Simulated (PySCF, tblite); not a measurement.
# C₆H₁₁F₃: geometry, infrared bands and NMR shifts

What infrared bands and NMR shifts should C₆H₁₁F₃ (`CC(C)[C@@H](CF)C(F)F`) show?

Computed with tblite 0.8.0 and PySCF 2.14.0, with density-fitted response routines of our own, on a single molecule in the gas phase. Atoms are numbered from 0 throughout.

## (1) The starting structure

20 atoms, charge 0, multiplicity 1; geometry from: force field or distance geometry start.

Bonds of the start (Å): C0–C1 1.52, C1–C2 1.53, C1–C3 1.56, C3–C4 1.52, C4–F5 1.37, C3–C6 1.52, C6–F7 1.36, C6–F8 1.37, C0–H9 1.08, C0–H10 1.09, C0–H11 1.11, C1–H12 1.11, C2–H13 1.10, C2–H14 1.09, C2–H15 1.10, C3–H16 1.11, C4–H17 1.09, C4–H18 1.09, C6–H19 1.08.

## (2) Relaxing the molecule with GFN2-xTB

What the job is given:

```
{"job": {"kind": "relax", "xc": "GFN2-xTB", "basis": "xTB"}, "charge": 0, "multiplicity": 1}
C     -1.068300     0.767200    -1.166200
C     -0.727100     0.440900     0.276000
C     -1.766800    -0.518300     0.867700
C      0.715600    -0.103300     0.485000
C      1.022600    -1.404900    -0.246100
F      1.007200    -1.174600    -1.595200
C      1.778400     0.919400     0.117600
F      1.579100     2.063800     0.830300
F      3.003700     0.452500     0.504600
H     -0.368400     1.473200    -1.599000
H     -1.112500    -0.127600    -1.794300
H     -2.070200     1.235200    -1.214400
H     -0.803800     1.372600     0.867800
H     -2.761500    -0.045800     0.846400
H     -1.847500    -1.436200     0.293800
H     -1.548800    -0.766100     1.916900
H      0.832100    -0.317500     1.568900
H      2.014200    -1.792700     0.006500
H      0.296200    -2.187100    -0.031600
H      1.820600     1.159900    -0.937700
```

Started as:

```
$ OMP_NUM_THREADS=1 python probes_run.py task.json out
```

One launch serves the whole session: the jobs run in the order shown.

**Question.** This job is followed by: GFN2-xTB harmonic vibrations, gas phase; GIAO PBE0/pcSseg-1 NMR shielding, non-relativistic, gas phase. What will the session give for the following? strongest single infrared mode (GFN2-xTB); zero-point energy (GFN2-xTB); ¹³C shifts against TMS (PBE0/pcSseg-1); ¹H shifts against TMS (PBE0/pcSseg-1, means over atoms taken as alike); ¹⁹F shifts against CFCl3 (PBE0/pcSseg-1).

As calculated:

```
                                                              quantity                                         value
                             strongest single infrared mode (GFN2-xTB)                         1029 cm⁻¹, 171 km/mol
                                          zero-point energy (GFN2-xTB)                                102.2 kcal/mol
                                ¹³C shifts against TMS (PBE0/pcSseg-1)       122.2, 81.2, 54.3, 29.7, 23.4, 19.9 ppm
¹H shifts against TMS (PBE0/pcSseg-1, means over atoms taken as alike)  6.52, 5.08, 5.02, 2.22, 1.47, 1.10, 1.08 ppm
                              ¹⁹F shifts against CFCl3 (PBE0/pcSseg-1)                    -147.7, -155.4, -262.2 ppm
```

In words: Over 43 steps the energy fell by 0.061 eV; of the close pairs, C0–H11 changed most, 1.107 to 1.087 Å. No mode is imaginary among the 54: a minimum at this level. The strongest single mode, at 1029 cm⁻¹, moves mainly C6. Unscaled tight-binding wavenumbers are off by several per cent, some by more. Its intensities can rank the bands wrongly. The most deshielded hydrogen is H19 (hydrogen on an sp3 CH bonded to 2 F), at 6.52 ppm: its carbon carries F, which withdraws density. At PBE0/pcSseg-1: Shielding is most anisotropic at F7 (span 189 ppm, paramagnetic term -147 ppm).
